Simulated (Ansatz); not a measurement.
BGeH6NS, SMILES NB[S][GeH3], a geometry optimisation

With the Python package of Ansatz (0.2.0).

Run as a notebook:

**Cell 1**
```python
import itertools
import warnings

import ansatz as az
from ase.data import atomic_numbers, covalent_radii
import numpy as np
```

**Cell 2**
```python
warnings.simplefilter("ignore", az.DeckWarning)
```

**Cell 3**
```python
geometry_ang = [
    ("N", (-0.8035, 1.7359, -0.6274)),
    ("B", (0.2777, 0.8319, -1.0054)),
    ("S", (-0.0818, -1.0056, -1.2358)),
    ("Ge", (0.497, -1.424, 0.9028)),
    ("H", (-1.587, 1.6666, -1.3892)),
    ("H", (-1.26, 1.4566, 0.2588)),
    ("H", (1.3977, 1.2612, -1.1666)),
    ("H", (0.3347, -2.9405, 1.1589)),
    ("H", (-0.565, -0.6567, 1.865)),
    ("H", (1.8734, -0.9767, 1.2418)),
]
system = az.Crystal.molecule()
for symbol, xyz in geometry_ang:
    system = system.atom(symbol, xyz)
```

**Cell 4**
```python
base = (
    system.calculation()
    .basis(gaussian="def2-SVP")
    .functional("PBE", dispersion="d3bj")
)
symbols = [site.symbol for site in system.cartesian_sites]
start = np.array([site.position_ang for site in system.cartesian_sites], dtype=float)
def progress(event):
    if event["event"] == "relax_step":
        row = event["data"]
        print(f"step {row['step']:3d}  E = {row['lagrangian_ev']:.6f} eV  largest force component {row['allowed_force_max_ev_ang']:.4f} eV/A")
```

**Cell 5**
```python
rep = base.relax(force_tolerance=0.005).session().plan().execute(on_event=progress).report
end = np.array(rep["positions_ang"])
```
Output:
```text
step   1  E = -69589.833585 eV  largest force component 1.7860 eV/A
step   2  E = -69590.004192 eV  largest force component 0.5224 eV/A
step   3  E = -69590.031120 eV  largest force component 0.4956 eV/A
step   4  E = -69590.105055 eV  largest force component 0.4219 eV/A
step   5  E = -69590.283555 eV  largest force component 0.9982 eV/A
step   6  E = -69590.513056 eV  largest force component 1.1813 eV/A
step   7  E = -69590.758991 eV  largest force component 1.7484 eV/A
step   8  E = -69591.000309 eV  largest force component 1.3868 eV/A
step   9  E = -69591.209742 eV  largest force component 0.8603 eV/A
step  10  E = -69591.320860 eV  largest force component 0.6864 eV/A
step  11  E = -69591.412833 eV  largest force component 0.4170 eV/A
step  12  E = -69591.430555 eV  largest force component 1.0033 eV/A
step  13  E = -69591.496685 eV  largest force component 0.4661 eV/A
step  14  E = -69591.542131 eV  largest force component 0.1484 eV/A
step  15  E = -69591.550458 eV  largest force component 0.2822 eV/A
step  16  E = -69591.560428 eV  largest force component 0.1369 eV/A
step  17  E = -69591.564526 eV  largest force component 0.0403 eV/A
step  18  E = -69591.565311 eV  largest force component 0.0068 eV/A
step  19  E = -69591.565801 eV  largest force component 0.0332 eV/A
step  20  E = -69591.565903 eV  largest force component 0.0431 eV/A
step  21  E = -69591.566138 eV  largest force component 0.0244 eV/A
step  22  E = -69591.566239 eV  largest force component 0.0145 eV/A
step  23  E = -69591.566273 eV  largest force component 0.0120 eV/A
step  24  E = -69591.566281 eV  largest force component 0.0113 eV/A
step  25  E = -69591.566286 eV  largest force component 0.0065 eV/A
step  26  E = -69591.566288 eV  largest force component 0.0026 eV/A
```

**Cell 6**
```python
print("reference energy %16.6f eV" % rep["reference_energy_ev"])
print("total energy     %16.6f eV" % rep["free_energy_ev"])
print("occupied orbitals outside the frozen core (up, down):", rep["n_occupied"], " frozen:", rep["n_frozen"], " virtual:", rep["n_virtual"])

radius = [covalent_radii[atomic_numbers[s]] for s in symbols]
span = lambda where, i, j: np.linalg.norm(where[i] - where[j])
bonded = [(i, j) for i, j in itertools.combinations(range(len(symbols)), 2) if min(span(start, i, j), span(end, i, j)) < 1.2 * (radius[i] + radius[j])]
print("pair        before    after (A)")
for i, j in bonded:
    print(f"{symbols[i]}{i}-{symbols[j]}{j}".ljust(10), f"{span(start, i, j):8.4f} {span(end, i, j):8.4f}")
for first, second in list(itertools.combinations(bonded, 2)):
    shared = set(first) & set(second)
    if shared and symbols[(j := shared.pop())] != "H":
        i, k = sorted((set(first) | set(second)) - {j})
        u, v = end[i] - end[j], end[k] - end[j]
        angle = np.degrees(np.arccos(np.clip(u @ v / np.linalg.norm(u) / np.linalg.norm(v), -1, 1)))
        print(f"final angle {symbols[i]}{i}-{symbols[j]}{j}-{symbols[k]}{k}: {angle:.2f} deg")
```
Output:
```text
reference energy    -69591.352048 eV
total energy        -69591.566327 eV
occupied orbitals outside the frozen core (up, down): [33, 33]  frozen: 0  virtual: [75, 75]
pair        before    after (A)
N0-B1        1.4591   1.4021
N0-H4        1.0950   1.0209
N0-H5        1.0353   1.0193
B1-S2        1.8865   1.8334
B1-H6        1.2102   1.2176
S2-Ge3       2.2547   2.2486
Ge3-H7       1.5465   1.5495
Ge3-H8       1.6256   1.5507
Ge3-H9       1.4864   1.5507
final angle B1-N0-H4: 123.92 deg
final angle B1-N0-H5: 122.16 deg
final angle N0-B1-S2: 119.71 deg
final angle N0-B1-H6: 119.11 deg
final angle H4-N0-H5: 113.92 deg
final angle S2-B1-H6: 121.18 deg
final angle B1-S2-Ge3: 98.60 deg
final angle S2-Ge3-H7: 105.78 deg
final angle S2-Ge3-H8: 110.30 deg
final angle S2-Ge3-H9: 110.30 deg
final angle H7-Ge3-H8: 110.24 deg
final angle H7-Ge3-H9: 110.24 deg
final angle H8-Ge3-H9: 109.92 deg
```

**Cell 7**
```python
charges = rep["charge_distribution"]
dipole = np.array(charges["dipole_moment_e_ang"]) * 4.803205
print("dipole (D): {:.3f} {:.3f} {:.3f}, length {:.3f}".format(*dipole, np.linalg.norm(dipole)))
print("atom  Mulliken   Lowdin")
for symbol, m, l in zip(symbols, charges["mulliken_charges_e"], charges["lowdin_charges_e"]):
    print(f"{symbol:4s} {m:9.3f} {l:8.3f}")
with open("bgeh6ns_opt.xyz", "w") as handle:
    handle.write(f"{len(symbols)}\nrelaxed BGeH6NS\n")
    handle.writelines(f"{s:2s} {x:11.6f} {y:11.6f} {z:11.6f}\n" for s, (x, y, z) in zip(symbols, end))
```
Output:
```text
dipole (D): -0.282 1.783 -0.419, length 1.853
atom  Mulliken   Lowdin
N       -0.037    0.297
B       -0.118   -0.595
S       -0.231    0.347
Ge       0.259    0.049
H        0.126    0.028
H        0.132    0.031
H       -0.013   -0.022
H       -0.034   -0.044
H       -0.042   -0.045
H       -0.042   -0.044
```

File `bgeh6ns_opt.xyz` afterwards:
```text
10
relaxed BGeH6NS
N    -0.933823    1.823746   -1.208867
B    -0.291744    0.878297   -0.396675
S    -0.589241   -0.909469   -0.673811
Ge    0.736706   -1.726396    0.948085
H    -1.574348    1.582758   -1.966463
H    -0.795583    2.826385   -1.087705
H     0.456550    1.263795    0.483112
H     0.608681   -3.268138    0.860331
H     0.258938   -1.226610    2.336168
H     2.207063   -1.295668    0.708725
```

Reading the output:
- Total energies depend on the basis set; only differences at equal settings carry meaning.
- The end point is the stationary point reached from this start; no frequency run checks that it is a minimum, and the basis set is modest.
- The Löwdin charges here are taken after orthogonalising the functions within each atom; they differ from plain Löwdin charges, and their signs can be unphysical.
- Total less reference energy is the dispersion correction.
- Finished in 90 s on 1 thread of Arm Neoverse V2, on a shared host, peak memory 0.23 GiB.

(Lines on the test bed's own set-up are left out of the output.)
